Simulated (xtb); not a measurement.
# CH4BGaO2 (SMILES [OH][Ga]1[BH]O[CH2]1): GFN2-xTB

We compute an optimisation with harmonic vibrations of CH4BGaO2. 

The calculation is run with xtb 6.7.1.

18 further runs of the same task are left out: 18 set aside as unsound or not needed.

## 1. The molecule

CH4BGaO2: 9 atoms, total charge 0, spin state singlet. SMILES: `[OH][Ga]1[BH]O[CH2]1`. The shape is that of a PBE0-D4/def2-TZVP optimisation. This is one conformer, not always the lowest. The run starts from this shape.

Bond lengths: O1–Ga2 1.783 Å, Ga2–B3 2.109 Å, B3–O4 1.344 Å, Ga2–C5 2.048 Å, O4–C5 1.464 Å, O1–H6 0.960 Å, B3–H7 1.194 Å, C5–H8 1.092 Å, C5–H9 1.092 Å. Some angles: O1–Ga2–B3 155.6°, O1–Ga2–C5 135.3°, B3–Ga2–C5 69.1°, Ga2–B3–O4 88.8°, B3–O4–C5 114.1°, Ga2–C5–O4 88.1°, Ga2–O1–H6 114.5°, Ga2–B3–H7 149.7°, O4–B3–H7 121.5°, Ga2–C5–H8 120.2°.

## 2. An optimisation with harmonic vibrations at GFN2-xTB

input.xyz

```xyz
9

O     -0.140900     2.668400    -0.180000
Ga     0.206000     0.920500    -0.222600
B      1.299500    -0.808200    -0.735000
O      0.383300    -1.546100    -0.084800
C     -0.698300    -0.762500     0.515200
H     -0.939100     2.905000     0.298100
H      2.237800    -1.312200    -1.273600
H     -0.704200    -0.956900     1.589800
H     -1.644100    -1.108100     0.092800
```

Command:

```sh
$ xtb --ohess vtight -c 0 --gfn 2 -- input.xyz | tee run.log
```

Q: Predict the results. Wanted: total energy at the end; dipole moment; HOMO energy; LUMO energy; HOMO–LUMO gap; dispersion energy; mean polarisability; lowest harmonic wavenumber; highest harmonic wavenumber.

**Answer.** As computed:

At GFN2-xTB:

| quantity | value |
| --- | --- |
| total energy at the end | -14.77685 Eh |
| dipole moment | 2.18 D |
| HOMO energy | -9.65 eV |
| LUMO energy | -6.33 eV |
| HOMO–LUMO gap | 3.33 eV |
| dispersion energy | -11.47 kJ/mol |
| mean polarisability (D4 model) | 71.5 bohr³ |
| lowest harmonic wavenumber | 36 cm⁻¹ |
| highest harmonic wavenumber | 3683 cm⁻¹ |
| zero-point energy | 138.1 kJ/mol |

In words: At the final geometry: Bond lengths: O1–Ga2 1.734 Å, Ga2–B3 2.427 Å, B3–O4 1.252 Å, Ga2–C5 2.346 Å, O4–C5 1.392 Å, O1–H6 0.952 Å, B3–H7 1.156 Å, C5–H8 1.095 Å, C5–H9 1.095 Å. Some angles: O1–Ga2–B3 170.1°, O1–Ga2–C5 129.0°, B3–Ga2–C5 60.9°, Ga2–B3–O4 83.0°, B3–O4–C5 132.5°, Ga2–C5–O4 83.6°, Ga2–O1–H6 178.5°, Ga2–B3–H7 144.1°, O4–B3–H7 133.0°, Ga2–C5–H8 121.5°. All 21 modes are real, so the shape is a minimum at this level.
